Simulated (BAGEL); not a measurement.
# H4SeSi (SMILES [SiH3][SeH]): HF/cc-pVTZ (density fitting with cc-pv5z-jkfit, property ionisation energy)

What is the vertical ionisation energy of H4SeSi at HF/cc-pVTZ (density fitting with cc-pv5z-jkfit, property ionisation energy)? 

Program for the calculation: BAGEL 1.2.2.

## Step 1: The system as given

The species is H4SeSi (6 atoms), typed as a singlet with charge 0. SMILES: `[SiH3][SeH]`. Geometry: relaxed at PBE0-D4/def2-TZVP.

Bond lengths: Si1–Se2 2.279 Å, Si1–H3 1.484 Å, Si1–H4 1.483 Å, Si1–H5 1.484 Å, Se2–H6 1.469 Å. Angles: Si1–Se2–H6 93.0°, Se2–Si1–H3 111.5°, Se2–Si1–H4 104.9°, Se2–Si1–H5 111.4°, H3–Si1–H4 110.0°, H3–Si1–H5 109.1°, H4–Si1–H5 110.0°.

## Step 2: The energy at HF/cc-pVTZ (density fitting with cc-pv5z-jkfit, property ionisation energy)

The input, calc.json:

```json
{ "bagel": [

{
  "title": "molecule",
  "basis": "cc-pvtz.json",
  "df_basis": "cc-pv5z-jkfit",
  "angstrom": "true",
  "geometry": [
    { "atom": "Si", "xyz": [   -0.244700,   -0.234500,   -0.474600 ] },
    { "atom": "Se", "xyz": [    0.898700,   -0.252100,    1.496900 ] },
    { "atom": "H", "xyz": [   -1.605500,    0.334200,   -0.308700 ] },
    { "atom": "H", "xyz": [   -0.336900,   -1.659600,   -0.873400 ] },
    { "atom": "H", "xyz": [    0.479900,    0.537800,   -1.514300 ] },
    { "atom": "H", "xyz": [    0.850600,    1.210300,    1.627900 ] }
  ]
},
{ "title": "hf" },
{ "title": "print", "file": "orbitals.molden", "orbitals": "true" }

]}
```

The basis set cc-pVTZ is read from a file made from the Basis Set Exchange's data (not shown).

Command:

```sh
$ BAGEL_NUM_THREADS=1 BAGEL calc.json > calc.out
```

Output:

```text
* using 1 threads per process

  ===============================================================
  ===============================================================

  *** Geometry ***

  { "atom" : "Si", "xyz" : [     -0.462416,     -0.443141,     -0.896864 ] },
  { "atom" : "Se", "xyz" : [      1.698297,     -0.476400,      2.828731 ] },
  { "atom" : "H", "xyz" : [     -3.033955,      0.631546,     -0.583358 ] },
  { "atom" : "H", "xyz" : [     -0.636649,     -3.136189,     -1.650487 ] },
  { "atom" : "H", "xyz" : [      0.906880,      1.016295,     -2.861612 ] },
  { "atom" : "H", "xyz" : [      1.607401,      2.287136,      3.076285 ] },

  Number of auxiliary basis functions:      771

  Since a DF basis is specified, we compute 2- and 3-index integrals:
    o Being stored without compression. Storage requirement is 0.109 GB

  Number of basis functions:      133
  Number of electrons      :       52

    * METHOD: MOLECULE                             0.97

  *** RHF ***

  === Nuclear Repulsion ===
   158.9379787741

      * DIIS with orbital gradients will be used.

  === RHF iteration (cc-pvtz.json) ===
      0      -2691.13567684          0.00675432           0.30
      1      -2691.17800335          0.00223090           0.29
      2      -2691.18268256          0.00072359           0.30
      3      -2691.18320800          0.00012432           0.30
      4      -2691.18323300          0.00002542           0.29
      5      -2691.18323414          0.00000593           0.29
      6      -2691.18323418          0.00000194           0.29
      7      -2691.18323419          0.00000045           0.30
      8      -2691.18323419          0.00000012           0.29
      9      -2691.18323419          0.00000005           0.29
     10      -2691.18323419          0.00000001           0.29
     11      -2691.18323419          0.00000000           0.29
    * SCF iteration converged.

    * Permanent dipole moment:
           (    0.187609,    -0.256952,     0.286088) a.u.

    * METHOD: HF                                   4.09

    * METHOD: PRINT                                0.05

  ===============================================================
```

It took 5.4 s on 1 thread of Arm Neoverse V1, shared host; peak memory 0.27 GiB.

## Step 3: The doublet cation: a single-point energy at ROHF/cc-pVTZ (density fitting with cc-pv5z-jkfit, property ionisation energy)

The input, job.json:

```json
{ "bagel" : [

{
  "title" : "molecule",
  "basis" : "cc-pvtz.json",
  "df_basis" : "cc-pv5z-jkfit",
  "angstrom" : true,
  "geometry" : [
    { "atom" : "Si", "xyz" : [   -0.244700,   -0.234500,   -0.474600 ] },
    { "atom" : "Se", "xyz" : [    0.898700,   -0.252100,    1.496900 ] },
    { "atom" : "H", "xyz" : [   -1.605500,    0.334200,   -0.308700 ] },
    { "atom" : "H", "xyz" : [   -0.336900,   -1.659600,   -0.873400 ] },
    { "atom" : "H", "xyz" : [    0.479900,    0.537800,   -1.514300 ] },
    { "atom" : "H", "xyz" : [    0.850600,    1.210300,    1.627900 ] }
  ]
},
{ "title" : "rohf", "charge" : 1, "nopen" : 1 },
{ "title" : "print", "file" : "orbitals.molden", "orbitals" : true }

]}
```

The basis set cc-pVTZ is read from a file made from the Basis Set Exchange's data (not shown).

Command:

```sh
$ BAGEL_NUM_THREADS=1 BAGEL job.json > job.out
```

Output:

```text
* using 1 threads per process

  ===============================================================
  ===============================================================

  *** Geometry ***

  { "atom" : "Si", "xyz" : [     -0.462416,     -0.443141,     -0.896864 ] },
  { "atom" : "Se", "xyz" : [      1.698297,     -0.476400,      2.828731 ] },
  { "atom" : "H", "xyz" : [     -3.033955,      0.631546,     -0.583358 ] },
  { "atom" : "H", "xyz" : [     -0.636649,     -3.136189,     -1.650487 ] },
  { "atom" : "H", "xyz" : [      0.906880,      1.016295,     -2.861612 ] },
  { "atom" : "H", "xyz" : [      1.607401,      2.287136,      3.076285 ] },

  Number of auxiliary basis functions:      771

  Since a DF basis is specified, we compute 2- and 3-index integrals:
    o Being stored without compression. Storage requirement is 0.109 GB

  Number of basis functions:      133
  Number of electrons      :       52

    * METHOD: MOLECULE                             0.96

  *** Open-shell HF ***

  === Nuclear Repulsion ===
   158.9379787741

      * DIIS with orbital gradients will be used.

  === ROHF iteration (cc-pvtz.json) ===
      0      -2690.78387881          0.01643636           0.57
      1      -2690.85673177          0.00519226           0.57
      2      -2690.86604254          0.00213294           0.58
      3      -2690.86809718          0.00080876           0.58
      4      -2690.86848364          0.00018576           0.58
      5      -2690.86852609          0.00005856           0.58
      6      -2690.86853196          0.00000843           0.58
      7      -2690.86853411          0.00000264           0.57
      8      -2690.86853421          0.00000079           0.59
      9      -2690.86853423          0.00000024           0.58
     10      -2690.86853422          0.00000016           0.58
     11      -2690.86853422          0.00000012           0.60
     12      -2690.86853422          0.00000007           0.59
     13      -2690.86853422          0.00000003           0.56
     14      -2690.86853422          0.00000001           0.55
     15      -2690.86853422          0.00000001           0.57
    * SCF iteration converged.

    * S^2 (ROHF) is 0.7500

    * Permanent dipole moment:
           (    0.052767,    -0.418382,     0.027890) a.u.

    * METHOD: ROHF                                 9.79

    * METHOD: PRINT                                0.05

  ===============================================================
```

It took 11 s on 1 thread of Arm Neoverse V1, shared host; peak memory 0.27 GiB.

## Step 4: Outcome

Level: HF/cc-pVTZ (density fitting with cc-pv5z-jkfit, property ionisation energy).

```
                                          quantity           value
                   run 1, HF/cc-pVTZ: total energy  -2691.18323 Eh
                  run 1, HF/cc-pVTZ: dipole moment          1.09 D
                    run 1, HF/cc-pVTZ: HOMO energy        -9.67 eV
                    run 1, HF/cc-pVTZ: LUMO energy         2.91 eV
                  run 1, HF/cc-pVTZ: HOMO–LUMO gap        12.58 eV
                      doublet cation: total energy  -2690.86853 Eh
                              doublet cation: ⟨S²⟩           0.750
vertical ionisation energy (to the doublet cation)        8.563 eV
```

The vertical ionisation energy comes to 8.56 eV (197 kcal/mol). The negative HOMO energy of the first species, 9.67 eV, lies 1.11 eV above that difference.
